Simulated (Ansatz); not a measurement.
# TaRe: how the settings move a single-point run

Aim: see which settings change the result for TaRe, by how much, and at what cost.

Method: reference: DFT, r2SCAN, PAW with Ansatz's default frozen-core files, scalar-relativistic, in Ansatz 0.2.0.

3 further runs of the same task are left out: 3 that didn't finish.

## 1. The structure to begin with

Symmetry: Cm, No. 8, monoclinic system. Conventional cell: a = 3.193 Å, b = 4.579 Å, c = 4.444 Å, α = 90.00°, β = 90.00°, γ = 90.00°. Ta (site symmetry m) has 1 Re at 2.08 Å as nearest neighbours. Re (site symmetry m) is surrounded by 1 Ta at 2.08 Å.

Structure file:

```cif
data_structure
_symmetry_space_group_name_H-M 'Cm'
_symmetry_Int_Tables_number 8
_cell_length_a 3.1927
_cell_length_b 4.5786
_cell_length_c 4.4441
_cell_angle_alpha 90.000
_cell_angle_beta 90.000
_cell_angle_gamma 90.000
_cell_volume 64.96
loop_
_atom_site_label
_atom_site_type_symbol
_atom_site_symmetry_multiplicity
_atom_site_Wyckoff_symbol
_atom_site_fract_x
_atom_site_fract_y
_atom_site_fract_z
_atom_site_occupancy
Ta1 Ta 2 a 0.44000 0.00000 0.44000 1
Re1 Re 2 a 0.06000 0.00000 0.06000 1
```

## 2. Reference

The input, input.yaml:

```yaml
crystal:
  lattice:
    - [1.59633279, -2.2893158474, 0.0]
    - [1.59633279, 2.2893158474, 0.0]
    - [0.0, 0.0, 4.4440933868]
  atoms:
    - { symbol: Ta, position: [0.44, 0.44, 0.44] }
    - { symbol: Re, position: [0.06, 0.06, 0.06] }
kpoints:
  mp_grid: { grid: [11, 11, 7] }
scf:
  occupations: { method: fermi_dirac, width: 0.05 }
hamiltonian:
  xc: r2scan
  pseudopotentials: { kind: paw }
output:
  forces: true
  stress: true
  eigenvalues: true
  efg: { contact_densities: true }
  populations: true
```

Launch:

```bash
> ansatz run input.yaml --threads 1 --pin off --max-ram 2048MiB --backend cpu --events-out ev --progress --plain --runs-dir out
```

## 3. Changed: n_extra_bands 2, ecutwfc 400 eV

input.yaml, as its differences from that of step 2:

```diff
@@ -12,2 +12,3 @@
   occupations: { method: fermi_dirac, width: 0.05 }
+  n_extra_bands: 2
 hamiltonian:
@@ -21 +22,7 @@
   populations: true
+  write_density: true
+  write_potential: true
+  elf: true
+  volumetric_format: npy
+basis:
+  ecutwfc: "400 eV"
```

What does the calculation give? Wanted: for each run, ending; energy change; pressure; gap; force.

**Answer**, as computed:

```
                               run     ending  energy change  pressure (GPa)  gap (eV)  force (eV/Å)  cycles  time
                         reference  converged              0            53.3      0.00         13.39       8  41 s
1: n_extra_bands 2, ecutwfc 400 eV  converged  +3.8 meV/atom            53.4      0.00         13.40       7  33 s
```

Times don't compare one to one where runs were asked for different outputs or read a saved state (see the inputs); cycles may leave out searches for a lower state.

Residual by cycle in the longest SCF loop of each run; runs are numbered as in the table. The quantity is the density residual dr2, in eV.

```
cycle  reference   run 1
    1      0.231    0.23
    2     0.0266  0.0261
    3      0.058  0.0565
    4     7.7e-4  8.0e-4
    5     8.8e-5  7.5e-5
    6     3.8e-6  2.7e-6
    7     1.1e-7  9.3e-8
    8     2.1e-8       -
```

**Reading.** Changing the band count and cutoff moves the energy by +3.8 meV/atom. The log warns that the cutoff is under what these potentials recommend, so the shift is basis error. Run 1 ran under the cutoff that the potentials recommend, as the log warns, so basis error is mixed into its values. The structure is not at rest: the sound run finds 53 GPa, so these are no properties of the relaxed crystal. 
